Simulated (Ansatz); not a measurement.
# Gd2SO2: the cost of one run

Program: Ansatz 0.2.0. Level of theory: DFT PBEsol+U (U_eff = 5 eV on Gd f), plane waves, PAW, no spin–orbit coupling unless a run says so. These are calculated values, not measurements.

3 further runs of the same task are left out: 3 that didn't finish.

### Step 1. The structure to begin with

Symmetry: P-3m1, No. 164, trigonal system. Conventional cell: a = 3.874 Å, b = 3.874 Å, c = 6.598 Å, α = 90.00°, β = 90.00°, γ = 120.00°. Gd (site symmetry 3m) is surrounded by 4 O at 2.31 Å and 3 S at 2.90 Å. Around O (site symmetry 3m) lie 4 Gd at 2.31 Å. S (site symmetry -3m) has 6 Gd at 2.90 Å as nearest neighbours.

Coordinates:

```xyz
5
Lattice="3.8735 0.0000 0.0000 -1.9368 3.3546 0.0000 0.0000 0.0000 6.5975" Properties=species:S:1:pos:R:3 pbc="T T T"
Gd    0.0000    2.2364    1.8473
Gd    1.9368    1.1182    4.7502
O     0.0000    2.2364    4.1565
O     1.9368    1.1182    2.4411
S     0.0000    0.0000    0.0000
```

An earlier series on this cell reached its lowest free state from «ferromagnetic start, free, symmetry kept, no search», perhaps among other starts.

### Step 2. Antiferromagnetic site moments held at first, then free

input.yaml

```yaml
crystal:
  lattice:
    - [3.87352254, 0.0, 0.0]
    - [-1.93676127, 3.35456892, 0.0]
    - [0.0, 0.0, 6.59754587]
  atoms:
    - { symbol: Gd, position: [0.3333333333, 0.6666666667, 0.28], spin: 6.85 }
    - { symbol: Gd, position: [0.6666666667, 0.3333333333, 0.72], spin: -6.85 }
    - { symbol: O, position: [0.3333333333, 0.6666666667, 0.63] }
    - { symbol: O, position: [0.6666666667, 0.3333333333, 0.37] }
    - { symbol: S, position: [0.0, 0.0, 0.0] }
basis:
  ecutwfc: 420
  ecutrho_ratio: 4
kpoints:
  mp_grid: { grid: [6, 6, 3] }
hamiltonian:
  xc: pbesol
  hubbard:
    sites:
      - { site: 0, l: f, u_eff: 5.0, starting_ns: [{ spin: up, occupation_matrix: s0up }, { spin: down, occupation_matrix: s0down }] }
      - { site: 1, l: f, u_eff: 5.0, starting_ns: [{ spin: up, occupation_matrix: s1up }, { spin: down, occupation_matrix: s1down }] }
    occupation_matrices:
      s0up:
        matrix:
          - [0.97, 0.0, 0.0, 0.0, 0.0, 0.0, 0.0]
          - [0.0, 0.97, 0.0, 0.0, 0.0, 0.0, 0.0]
          - [0.0, 0.0, 0.97, 0.0, 0.0, 0.0, 0.0]
          - [0.0, 0.0, 0.0, 0.97, 0.0, 0.0, 0.0]
          - [0.0, 0.0, 0.0, 0.0, 0.97, 0.0, 0.0]
          - [0.0, 0.0, 0.0, 0.0, 0.0, 0.97, 0.0]
          - [0.0, 0.0, 0.0, 0.0, 0.0, 0.0, 0.97]
      s0down:
        matrix:
          - [0.02, 0.0, 0.0, 0.0, 0.0, 0.0, 0.0]
          - [0.0, 0.02, 0.0, 0.0, 0.0, 0.0, 0.0]
          - [0.0, 0.0, 0.02, 0.0, 0.0, 0.0, 0.0]
          - [0.0, 0.0, 0.0, 0.02, 0.0, 0.0, 0.0]
          - [0.0, 0.0, 0.0, 0.0, 0.02, 0.0, 0.0]
          - [0.0, 0.0, 0.0, 0.0, 0.0, 0.02, 0.0]
          - [0.0, 0.0, 0.0, 0.0, 0.0, 0.0, 0.02]
      s1up:
        matrix:
          - [0.02, 0.0, 0.0, 0.0, 0.0, 0.0, 0.0]
          - [0.0, 0.02, 0.0, 0.0, 0.0, 0.0, 0.0]
          - [0.0, 0.0, 0.02, 0.0, 0.0, 0.0, 0.0]
          - [0.0, 0.0, 0.0, 0.02, 0.0, 0.0, 0.0]
          - [0.0, 0.0, 0.0, 0.0, 0.02, 0.0, 0.0]
          - [0.0, 0.0, 0.0, 0.0, 0.0, 0.02, 0.0]
          - [0.0, 0.0, 0.0, 0.0, 0.0, 0.0, 0.02]
      s1down:
        matrix:
          - [0.97, 0.0, 0.0, 0.0, 0.0, 0.0, 0.0]
          - [0.0, 0.97, 0.0, 0.0, 0.0, 0.0, 0.0]
          - [0.0, 0.0, 0.97, 0.0, 0.0, 0.0, 0.0]
          - [0.0, 0.0, 0.0, 0.97, 0.0, 0.0, 0.0]
          - [0.0, 0.0, 0.0, 0.0, 0.97, 0.0, 0.0]
          - [0.0, 0.0, 0.0, 0.0, 0.0, 0.97, 0.0]
          - [0.0, 0.0, 0.0, 0.0, 0.0, 0.0, 0.97]
    ns_hold: { iters: 8 }
scf:
  occupations: { method: gaussian, width: 0.05 }
  lower_state_search: "off"
  max_iter: 150
output:
  forces: true
  stress: true
  eigenvalues: true
  populations: true
  hubbard: { sites: [{ site: 0, l: f }, { site: 1, l: f }] }
magnetization:
  spin_polarized: true
  spin_locking: { lock_spins: true, n_iters: 12 }
```

At this filling each channel is wholly full or empty, so no choice of orbitals remains. The typed matrices put 0.97 on the chosen orbitals and 0.02 on the others, and are held for 8 cycles. The lock is temporary (n_iters 12) and is released on the way.

The run is started by

```sh
$ ansatz run input.yaml --threads 4 --pin off --max-ram 6144MiB --backend cpu --events-out ev --progress --plain --runs-dir out
```

What time and memory should one allow on 4 threads of Arm Neoverse V1, shared host?

About 9.3 s, with a peak of 0.47 GiB.
